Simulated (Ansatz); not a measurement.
# CH₄O₄W: basis-set convergence

An exercise on one series of results from a longer session: the logs are not shown, and one member is left open.

Method: one geometry, several basis sets; program: Ansatz 0.2.0, Gaussian basis.

Levels to be run: PBE0-D4/def2-SVP; ωB97M-V/def2-SVP; PBE0-D4/def2-QZVPP; ωB97M-V/def2-QZVPP; the functionals' def2-TZVPP values are taken from earlier runs.

2 further runs of the same task are left out: 2 for a known fault of the program. Runs told in other sessions of the task aren't counted.

## Structure used throughout

All runs share one geometry, relaxed beforehand with PBE0-D4 in a triple-zeta def2 set. W takes the def2 core potential; no spin-orbit term is included.

10 atoms, charge 0, spin multiplicity 1.

Atoms are counted from 1 here; the program's logs count them from 0.

Bond lengths: C1–O2 1.406 Å, C1–H7 1.093 Å, C1–H8 1.093 Å, C1–H9 1.091 Å, O2–W3 1.855 Å, W3–O4 1.707 Å, W3–O5 1.707 Å, W3–O6 1.882 Å, O6–H10 0.958 Å. Angles: O2–C1–H7 110.2°, O2–C1–H8 110.2°, O2–C1–H9 108.3°, H7–C1–H8 109.5°, H7–C1–H9 109.2°, H8–C1–H9 109.2°, C1–O2–W3 142.5°, O2–W3–O4 110.1°, O2–W3–O5 110.1°, O2–W3–O6 108.8°, O4–W3–O5 106.3°, O4–W3–O6 110.8°, O5–W3–O6 110.8°, W3–O6–H10 129.6°.

Set-up of the first run:

File in.yaml:

```yaml
crystal:
  periodic: [false, false, false]
  atoms:
    - {symbol: C, position_ang: [-0.218020, -1.566015, 1.149425]}
    - {symbol: O, position_ang: [0.322581, -0.437491, 0.507317]}
    - {symbol: W, position_ang: [-0.074907, 0.876427, -0.740186]}
    - {symbol: O, position_ang: [-0.476535, 0.160852, -2.236852]}
    - {symbol: O, position_ang: [-1.450366, 1.757493, -0.245057]}
    - {symbol: O, position_ang: [1.416127, 2.010830, -0.920553]}
    - {symbol: H, position_ang: [-1.109594, -1.287500, 1.716666]}
    - {symbol: H, position_ang: [-0.477445, -2.331571, 0.413995]}
    - {symbol: H, position_ang: [0.533751, -1.964115, 1.833272]}
    - {symbol: H, position_ang: [1.534387, 2.781111, -1.478019]}
basis:
  gaussian: {orbitals: def2-SVP}
hamiltonian: {xc: pbe0, dispersion: d4}
output: {orbitals: {seedname: orbitals}}
```

Command:

```console
> ansatz run in.yaml --threads 4 --pin off --events-out ev --progress --plain --max-ram 11315MiB
```

Steps of the session up to this table: PBE0-D4 in def2-SVP; ωB97M-V in def2-SVP; PBE0-D4 in def2-QZVPP; ωB97M-V in def2-QZVPP.

One table of the session follows, with a row left open; its other results are not shown here.

It belongs to the step «Functionals by basis». 

```
functional       basis  HOMO (eV)
   PBE0-D4    def2-SVP      -8.60
   PBE0-D4  def2-TZVPP      -8.63
   PBE0-D4  def2-QZVPP      -8.66
   ωB97M-V    def2-SVP     -10.96
   ωB97M-V  def2-TZVPP          ?
   ωB97M-V  def2-QZVPP     -11.03
```

**Question.** Estimate the row for ωB97M-V, def2-TZVPP.

The run gave: HOMO (eV): -10.99. In the column «HOMO (eV)» it lies between ωB97M-V, def2-QZVPP (-11.03) and ωB97M-V, def2-SVP (-10.96).
